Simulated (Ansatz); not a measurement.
# Li6Be2Nb: the cost of one run

Method: DFT PBE, scalar-relativistic, plane waves, PAW, in Ansatz 0.2.0.

## (1) The starting structure

The structure is cubic, space group Fm-3m (No. 225). Conventional cell: a = 7.166 Å, b = 7.166 Å, c = 7.166 Å, α = 90.00°, β = 90.00°, γ = 90.00°. Li (site symmetry 4mm) is surrounded by 1 Nb at 1.71 Å. Around Be (site symmetry -43m) lie 12 Li at 2.53 Å. Nb (site symmetry m-3m) is surrounded by 6 Li at 1.71 Å.

As a file:

```
Li Be Nb
1.0
     0.00000    3.58288    3.58288
     3.58288    0.00000    3.58288
     3.58288    3.58288    0.00000
Li Be Nb
6 2 1
Direct
  0.76200 0.23800 0.23800
  0.23800 0.76200 0.23800
  0.23800 0.76200 0.76200
  0.76200 0.23800 0.76200
  0.23800 0.23800 0.76200
  0.76200 0.76200 0.23800
  0.25000 0.25000 0.25000
  0.75000 0.75000 0.75000
  0.00000 0.00000 0.00000
```

A structure generator made this guess: species swapped into a database cell of Rb2PdI6 (Fm-3m, No. 225), with Be on the Rb sites, Nb on the Pd sites and Li on the I sites. The dimensions are guesses.

## (2) The guess as it stands, on a coarse mesh

input.yaml

```yaml
crystal:
  lattice:
    - [0.0, 3.58287759, 3.58287759]
    - [3.58287759, 0.0, 3.58287759]
    - [3.58287759, 3.58287759, 0.0]
  atoms:
    - { symbol: Li, position: [0.76199999, 0.23800001, 0.23800001] }
    - { symbol: Li, position: [0.23800001, 0.76199999, 0.23800001] }
    - { symbol: Li, position: [0.23800001, 0.76199999, 0.76199999] }
    - { symbol: Li, position: [0.76199999, 0.23800001, 0.76199999] }
    - { symbol: Li, position: [0.23800001, 0.23800001, 0.76199999] }
    - { symbol: Li, position: [0.76199999, 0.76199999, 0.23800001] }
    - { symbol: Be, position: [0.25, 0.25, 0.25] }
    - { symbol: Be, position: [0.75, 0.75, 0.75] }
    - { symbol: Nb, position: [0.0, 0.0, 0.0] }
basis:
  ecutwfc: 420
kpoints:
  mp_grid: { grid: [4, 4, 4] }
hamiltonian:
  xc: pbe
scf:
  occupations: { method: gaussian, width: 0.1 }
  lower_state_search: "off"
output:
  forces: true
  stress: true
  eigenvalues: true
```

Command:

```sh
ansatz run input.yaml --threads 1 --pin off --max-ram 2048MiB --backend cpu --events-out ev --progress --plain --runs-dir out
```

**Question.** How long does this run take on 1 thread of Arm Neoverse V1, shared host, and how much memory does it need?

About 1.8 s, with a peak of 0.34 GiB.
